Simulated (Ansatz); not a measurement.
# MnHg: how the settings move a single-point run

Question: which choices in the input matter for MnHg?

Program: Ansatz 0.2.0. Level of theory: reference: DFT, LDA, PAW with Ansatz's default frozen-core files, scalar-relativistic. These are calculated values, not measurements.

## 1. Starting point

It takes space group Pm-3m (No. 221, cubic). Conventional cell: a = 3.315 Å, b = 3.315 Å, c = 3.315 Å, α = 90.00°, β = 90.00°, γ = 90.00°. Mn (site symmetry m-3m) has 8 Hg at 2.87 Å as nearest neighbours. Hg (site symmetry m-3m) has 8 Mn at 2.87 Å as nearest neighbours.

Structure file:

```
Mn Hg
1.0
     3.31500    0.00000    0.00000
     0.00000    3.31500    0.00000
     0.00000    0.00000    3.31500
Mn Hg
1 1
Direct
  0.50000 0.50000 0.50000
  0.00000 0.00000 0.00000
```

## 2. Baseline

Input file input.yaml:

```yaml
crystal:
  lattice:
    - [3.315, 0.0, 0.0]
    - [0.0, 3.315, 0.0]
    - [0.0, 0.0, 3.315]
  atoms:
    - { symbol: Mn, position: [0.5, 0.5, 0.5], spin: 3.7, spin_axis: [1.0, 0.0, 0.0] }
    - { symbol: Hg, position: [0.0, 0.0, 0.0] }
magnetization:
  noncollinear: true
  spin_spiral: { q: [0.0, 0.0, 0.0] }
kpoints:
  mp_grid: { grid: [12, 12, 12] }
scf:
  occupations: { method: fermi_dirac, width: 0.1 }
  lower_state_search: "off"
hamiltonian:
  xc: lda
  pseudopotentials: { kind: paw }
output:
  eigenvalues: false
```

Command:

```sh
> ansatz run input.yaml --threads 2 --pin off --max-ram 5120MiB --backend cpu --events-out ev --progress --plain --runs-dir out
```

## 3. Changed: mp_grid.grid [6, 6, 6]

Edit input.yaml of step 2 so:

```diff
@@ -12,3 +12,3 @@
 kpoints:
-  mp_grid: { grid: [12, 12, 12] }
+  mp_grid: { grid: [6, 6, 6] }
 scf:
```

## 4. Changing settings: q [0.0, 0.4166666667, 0.0], mp_grid.grid [6, 6, 6]

Edit input.yaml of step 2 so:

```diff
@@ -10,5 +10,5 @@
   noncollinear: true
-  spin_spiral: { q: [0.0, 0.0, 0.0] }
+  spin_spiral: { q: [0.0, 0.4166666667, 0.0] }
 kpoints:
-  mp_grid: { grid: [12, 12, 12] }
+  mp_grid: { grid: [6, 6, 6] }
 scf:
```

Q: Predict the outcome of this session. Wanted: for each run, ending; energy change; abs. moment.

**Answer**, as computed:

```
                                                  run     ending   energy change  abs. moment (μB)  cycles   time
                                            reference  converged               0              3.97      12   26 s
                            1: mp_grid.grid [6, 6, 6]  converged   +3.4 meV/atom              3.97      13  7.5 s
2: q [0.0, 0.4166666667, 0.0], mp_grid.grid [6, 6, 6]  converged  -20.0 meV/atom              4.00      12   17 s
```

Residual by cycle in the longest SCF loop of each run; runs are numbered as in the table. The quantity is the density residual dr2, in eV.

```
cycle  reference    run 1    run 2
    1       6.91     6.98     6.83
    2      0.854     0.87    0.843
    3      0.297    0.306    0.304
    4      0.018   0.0185   0.0196
    5    0.00753  0.00563  0.00123
    6     7.3e-4   8.5e-4   5.4e-4
    8     3.8e-4   4.2e-4   5.8e-5
    9     1.5e-4   4.5e-4   3.2e-4
   10     7.0e-6   4.0e-5   3.2e-6
   11     2.1e-7   2.3e-6   9.7e-7
   12     2.4e-8   1.2e-7   1.6e-8
   13          -  8.5e-10        -
```

**Reading.** Of the converged runs whose energies compare with the reference's, «q [0.0, 0.4166666667, 0.0], mp_grid.grid [6, 6, 6]» moves the energy most (-20.0 meV/atom) and «mp_grid.grid [6, 6, 6]» least (+3.4 meV/atom). Of the variants the dearest is «q [0.0, 0.4166666667, 0.0], mp_grid.grid [6, 6, 6]» (17 s), the cheapest «mp_grid.grid [6, 6, 6]» (7.5 s), on a shared host.
